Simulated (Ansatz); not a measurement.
**RPA@PBE/def2-SVP run of CH5AsSi (SMILES C1[SiH2][AsH]1)**

Aim: the vertical ionisation energy of CH5AsSi at RPA@PBE/def2-SVP, from 2 runs. 

Program for the calculation: Ansatz 0.2.0.

78 further runs of the same task are left out: 78 set aside as unsound or not needed.

## Step 1: The structure to begin with

CH5AsSi has 8 atoms, charge 0, and is taken as a singlet. As SMILES, `C1[SiH2][AsH]1`. Geometry: relaxed at PBE0-D4/def2-TZVP.

Bond lengths: C1–Si2 1.843 Å, C1–As3 2.046 Å, Si2–As3 2.317 Å, C1–H4 1.084 Å, C1–H5 1.086 Å, Si2–H6 1.480 Å, Si2–H7 1.479 Å, As3–H8 1.526 Å. Some angles: C1–Si2–As3 57.6°, Si2–C1–As3 72.9°, C1–As3–Si2 49.5°, C1–Si2–H6 117.5°, C1–Si2–H7 118.2°, As3–Si2–H6 118.8°, As3–Si2–H7 119.8°, Si2–C1–H4 121.0°, Si2–C1–H5 118.1°, As3–C1–H4 114.8°.

## Step 2: A single-point energy at RPA@PBE/def2-SVP

Contents of molecule.yaml:

```yaml
crystal:
  periodic: [false, false, false]
  atoms:
    - symbol: C
      position_ang: [-0.770300, 0.017900, -0.576000]
    - symbol: Si
      position_ang: [0.707800, 0.663100, 0.315700]
    - symbol: As
      position_ang: [-0.538100, -1.122700, 1.107200]
    - symbol: H
      position_ang: [-0.667200, -0.524000, -1.509300]
    - symbol: H
      position_ang: [-1.690700, 0.591800, -0.522300]
    - symbol: H
      position_ang: [0.581300, 1.973900, 0.990500]
    - symbol: H
      position_ang: [2.040800, 0.422300, -0.277100]
    - symbol: H
      position_ang: [0.428400, -2.079400, 0.415600]
basis:
  gaussian:
    orbitals: def2-SVP
hamiltonian:
  xc: pbe
correlation:
  method: rpa
  frozen_orbitals: {As: 9, C: 1, H: 0, Si: 5}
accuracy: high
```

Command:

```console
ansatz run molecule.yaml --threads 1 --pin off --max-ram 3480MiB --events-out events.jsonl --progress --plain --runs-dir runs
```

The program printed:

```text
Warning: RAYON_NUM_THREADS=1 ignored (pool sized by the plan → 1); use --threads N
Functional definition: PBE
  name "PBE"
  parameter kappa = 0.804
  parameter beta = 0.06672455060314922
  exchange = pbe_x(kappa = kappa, mu = beta*pi^2/3)
  correlation = pbe_c(beta = beta)
1915 factors; integrals over basis functions are off by at most 4.8e-9 eV
mean field evaluation 1: about -69802.9929 eV, gradient 5.7e1 eV
mean field evaluation 2: about -69802.9864 eV, gradient 5.7e1 eV
mean field evaluation 4: about -69810.4961 eV, gradient 1.3e1 eV
mean field evaluation 8: about -69811.1188 eV, gradient 1.5e-1 eV
mean field evaluation 16: about -69811.1187 eV, gradient 2.6e-5 eV
mean field -69811.11870058 eV, -2565.5112925704 hartree, gradient 3.8e-8 eV, S^2 0.000000; 0 other end points of the search recorded, 0 dependent functions left out
15 core orbitals not correlated: weight in the atoms' cores, before any rotation towards them, 1.000 or more for the frozen orbitals, at most 0.000 for the correlated occupied ones
reference -69754.85910579 eV, -2563.4437905961 hartree; 14, 14 occupied and 60, 60 virtual orbitals, 1915 factors
Total energy: -69776.11485655 eV, -2564.2249250287 hartree
```

It took 13 s on 1 thread of Arm Neoverse V1, shared host; peak memory 0.3 GiB.

## Step 3: The doublet cation, same level

Contents of input.yaml:

```yaml
crystal:
  periodic: [false, false, false]
  atoms:
    - {symbol: C, position_ang: [-0.770300, 0.017900, -0.576000]}
    - {symbol: Si, position_ang: [0.707800, 0.663100, 0.315700]}
    - {symbol: As, position_ang: [-0.538100, -1.122700, 1.107200]}
    - {symbol: H, position_ang: [-0.667200, -0.524000, -1.509300]}
    - {symbol: H, position_ang: [-1.690700, 0.591800, -0.522300]}
    - {symbol: H, position_ang: [0.581300, 1.973900, 0.990500]}
    - {symbol: H, position_ang: [2.040800, 0.422300, -0.277100]}
    - {symbol: H, position_ang: [0.428400, -2.079400, 0.415600]}
basis:
  gaussian:
    orbitals: def2-SVP
total_charge: 1
magnetization:
  spin_polarized: true
  initial_magnetization: 1
hamiltonian:
  xc: {name: PBE}
correlation:
  method: rpa
  frozen_orbitals: {As: 9, C: 1, H: 0, Si: 5}
accuracy: high
```

Command:

```console
ansatz run input.yaml --threads 1 --pin off --max-ram 3480MiB --events-out events.jsonl --progress --plain --runs-dir runs
```

The program printed:

```text
Warning: RAYON_NUM_THREADS=1 ignored (pool sized by the plan → 1); use --threads N
[... 6 set-up lines as earlier in the session ...]
1915 factors; integrals over basis functions are off by at most 4.3e-9 eV
mean field evaluation 1: about -69785.2317 eV, gradient 5.7e1 eV
mean field evaluation 2: about -69785.2244 eV, gradient 5.7e1 eV
mean field evaluation 4: about -69800.3439 eV, gradient 1.5e1 eV
mean field evaluation 8: about -69802.2121 eV, gradient 3.9e-1 eV
mean field evaluation 16: about -69802.2124 eV, gradient 3.2e-4 eV
mean field evaluation 32: about -69802.2051 eV, gradient 9.5e-1 eV
mean field evaluation 64: about -69796.7166 eV, gradient 4.9e0 eV
mean field -69802.21243254 eV, -2565.1839932571 hartree, gradient 6.7e-8 eV, S^2 0.753225; 4 other end points of the search recorded, 0 dependent functions left out
15 core orbitals not correlated: weight in the atoms' cores, before any rotation towards them, 1.000 or more for the frozen orbitals, at most 0.000 for the correlated occupied ones
reference -69746.59735948 eV, -2563.1401770191 hartree; 14, 13 occupied and 60, 61 virtual orbitals, 1915 factors
Total energy: -69767.20353145 eV, -2563.8974398716 hartree
```

Run time: 26 s. Hardware: 1 thread of Arm Neoverse V1, shared host; peak memory 0.38 GiB.

## Step 4: Results

At RPA@PBE/def2-SVP, 15 core orbitals frozen:

| quantity | value |
| --- | --- |
| singlet CH5AsSi: total energy | -2564.22493 Eh |
| singlet CH5AsSi: RPA correlation energy (valence) | -781.1 mEh |
| doublet cation: total energy | -2563.89744 Eh |
| doublet cation: RPA correlation energy (valence) | -757.3 mEh |
| doublet cation: ⟨S²⟩ of the reference determinant | 0.753 |
| vertical ionisation energy (to the doublet cation) | 8.911 eV |

In words: Removing an electron at fixed nuclei costs 8.91 eV (860 kJ/mol).
